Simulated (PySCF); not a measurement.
# CrF4Se (CrSeF4): the cost of one run

Computed with PySCF 2.14.0, with density-fitted response routines of our own, on a single molecule in the gas phase. Atoms count from 0, in the outputs and in this text.

## Step 1: The molecule as given

6 atoms, charge 0, multiplicity 1; geometry from: GFN2-xTB. The atoms were then displaced at random by about 0.03 Å, so the start is not that level's minimum.

Bonds of the start (Å): Cr0–Se1 2.17, Cr0–F2 1.61, Cr0–F3 1.80, Cr0–F4 1.80, Cr0–F5 1.63.

## Step 2: Optimising the geometry at PBE0-D3(BJ)/def2-SVP

Job settings and geometry (Å):

```
{"job": {"xc": "PBE0", "basis": "def2-SVP", "d3": "d3bj", "grid": 1, "maxiter": 40, "shake": 0.03, "kind": "geom"}, "charge": 0, "multiplicity": 1}
Cr     0.060950    -0.076260    -0.138520
Se    -0.012650    -0.020590     2.028210
F      1.626780     0.005320    -0.500840
F      0.086240     1.696800    -0.473630
F     -1.697400    -0.029110    -0.500540
F     -0.000790    -1.672170    -0.483960
```

Started as:

```bash
> OMP_NUM_THREADS=1 python probes_run.py task.json out
```

This one command runs all jobs of the session in turn.

**Question.** How long does this first job take on 1 thread of AMD EPYC, shared host, and how much memory does it need?

About 3.4 min, with a peak of 0.49 GiB.
